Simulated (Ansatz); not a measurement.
**C2H4Se (SMILES C1C[Se]1): functionals against CCSD(T) at one geometry**

How do the functionals fare away from a minimum? The structure is a structure displaced at random from a GFN2-xTB minimum.

Program: Ansatz 0.2.0, Gaussian basis. Level of theory: single points in def2-TZVPP. These are calculated values, not measurements.

Correlated methods freeze the cores. Filled d shells of the heavier atoms are correlated.

### 1 The system as given

SMILES `C1C[Se]1`, 7 atoms, charge 0, spin multiplicity 1.

Atoms are counted from 1 here; the program's logs count them from 0.

Bond lengths: C1–C2 1.442 Å, C1–Se3 1.918 Å, C1–H4 1.115 Å, C1–H5 0.979 Å, C2–Se3 1.908 Å, C2–H6 1.175 Å, C2–H7 1.039 Å. Angles: C2–C1–Se3 67.5°, C2–C1–H4 110.0°, C2–C1–H5 119.2°, Se3–C1–H4 112.5°, Se3–C1–H5 116.0°, H4–C1–H5 120.3°, C1–C2–Se3 68.3°, C1–C2–H6 116.6°, C1–C2–H7 128.1°, Se3–C2–H6 109.5°, Se3–C2–H7 117.0°, H6–C2–H7 109.6°, C1–Se3–C2 44.3°.

Geometry (Å):

```tsv
atom	x (Å)	y (Å)	z (Å)
C1	-0.6512	-0.0536	-0.3944
C2	0.6146	0.1902	0.2513
Se3	-0.1539	-1.4655	0.8055
H4	-0.4886	-0.3252	-1.4637
H5	-1.4307	0.4778	-0.1331
H6	0.6084	0.9459	1.1511
H7	1.5656	0.1535	-0.1666
```

### 2 CCSD(T)/def2-TZVPP

File run/in.yaml:

```yaml
crystal:
  periodic: [false, false, false]
  atoms:
    - {symbol: C, position_ang: [-0.651200, -0.053600, -0.394400]}
    - {symbol: C, position_ang: [0.614600, 0.190200, 0.251300]}
    - {symbol: Se, position_ang: [-0.153900, -1.465500, 0.805500]}
    - {symbol: H, position_ang: [-0.488600, -0.325200, -1.463700]}
    - {symbol: H, position_ang: [-1.430700, 0.477800, -0.133100]}
    - {symbol: H, position_ang: [0.608400, 0.945900, 1.151100]}
    - {symbol: H, position_ang: [1.565600, 0.153500, -0.166600]}
basis:
  gaussian: {orbitals: def2-TZVPP}
correlation: {method: ccsd_t}
output: {forces: true}
```

The command line of these runs was not kept.

### 3 PBE0-D4/def2-TZVPP

run/in.yaml, as its differences from that of step 2:

```diff
@@ -12,3 +12,3 @@
   gaussian: {orbitals: def2-TZVPP}
-correlation: {method: ccsd_t}
-output: {forces: true}
+hamiltonian: {xc: pbe0, dispersion: d4}
+output: {forces: true, orbitals: {seedname: orbitals}}
```

### 4 wB97M-V/def2-TZVPP

run/in.yaml, as its differences from that of step 3:

```diff
@@ -12,3 +12,3 @@
   gaussian: {orbitals: def2-TZVPP}
-hamiltonian: {xc: pbe0, dispersion: d4}
-output: {forces: true, orbitals: {seedname: orbitals}}
+hamiltonian: {xc: {name: wB97M-V}}
+output: {forces: true}
```

### 5 r2SCAN-D4/def2-TZVPP

run/in.yaml, as its differences from that of step 4:

```diff
@@ -12,3 +12,3 @@
   gaussian: {orbitals: def2-TZVPP}
-hamiltonian: {xc: {name: wB97M-V}}
+hamiltonian: {xc: r2scan, dispersion: d4}
 output: {forces: true}
```

### 6 PBE-D4/def2-TZVPP

run/in.yaml, as its differences from that of step 5:

```diff
@@ -12,3 +12,3 @@
   gaussian: {orbitals: def2-TZVPP}
-hamiltonian: {xc: r2scan, dispersion: d4}
+hamiltonian: {xc: pbe, dispersion: d4}
 output: {forces: true}
```

### 7 B97M-V/def2-TZVPP

run/in.yaml, as its differences from that of step 6:

```diff
@@ -12,3 +12,3 @@
   gaussian: {orbitals: def2-TZVPP}
-hamiltonian: {xc: pbe, dispersion: d4}
+hamiltonian: {xc: {name: B97M-V}}
 output: {forces: true}
```

### 8 HSE06-D4/def2-TZVPP

run/in.yaml, as its differences from that of step 7:

```diff
@@ -12,3 +12,3 @@
   gaussian: {orbitals: def2-TZVPP}
-hamiltonian: {xc: {name: B97M-V}}
+hamiltonian: {xc: hse06, dispersion: d4}
 output: {forces: true}
```

(Steps that only read results are left out.)

Q: Predict the outcome of this session. Wanted: energy less free atoms, CCSD(T)/def2-TZVPP; RMS force component; RMS force error; HOMO and LUMO, PBE0-D4; T1 diagnostic.

**Answer**, as computed:

| quantity | value |
| --- | --- |
| energy less free atoms, CCSD(T)/def2-TZVPP | -582.7 kcal/mol |
| RMS force component | 2.097 to 2.158 eV/Å over the methods |
| RMS force error | PBE0-D4 0.188, wB97M-V 0.128, r2SCAN-D4 0.126, PBE-D4 0.176, B97M-V 0.192, HSE06-D4 0.185 eV/Å |
| HOMO and LUMO, PBE0-D4 | -6.19 and -0.05 eV |
| T1 diagnostic | 0.009 |

**Reading.** Against CCSD(T) the functionals' energies less atoms differ by -30.6 to -14.2 kcal/mol, PBE-D4 by -30.6 kcal/mol. CCSD(T) in triple zeta still lacks some correlation energy of the bonds, so part of these gaps is its own basis error and they don't rank the functionals. The forces of r2SCAN-D4 come nearest to CCSD(T), those of B97M-V are farthest. Frozen-core CCSD(T) forces in triple zeta carry basis errors of their own, and this is one geometry, so small gaps rank nothing.
